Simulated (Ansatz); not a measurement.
MoPd2:

```xyz
3
Lattice="-1.3735 1.9720 4.1138 1.3735 -1.9720 4.1138 1.3735 1.9720 -4.1138" Properties=species:S:1:pos:R:3 pbc="T T T"
Pd    0.0000    0.0000    5.4730
Pd    0.0000    0.0000    2.7546
Mo    0.0000    0.0000    0.0000
```

The cell comes from a database or a generator and needn't be the stable form of this composition.

Base run:

```yaml
Program: Ansatz 0.2.0
Functional: LDA
Potentials_or_basis: all-electron LAPW, scalar-relativistic
Cutoff: 254 eV (chosen from the basis error)
Basis_error_allowed: 0.002 eV/atom
k_mesh: 12 × 12 × 12
Occupations: fermi-dirac, width 0.05 eV
Spin: no spin polarisation
```

Its results: pressure -10.7 GPa; largest force 0.034 eV/Å.

Q: The run is repeated on the same cell with these changes: functional from LDA to PBEsol. What comes out?

A: Pressure -5.3 GPa; largest force 0.020 eV/Å.

PBEsol binds less tightly than LDA, so the same cell stands under more pressure.
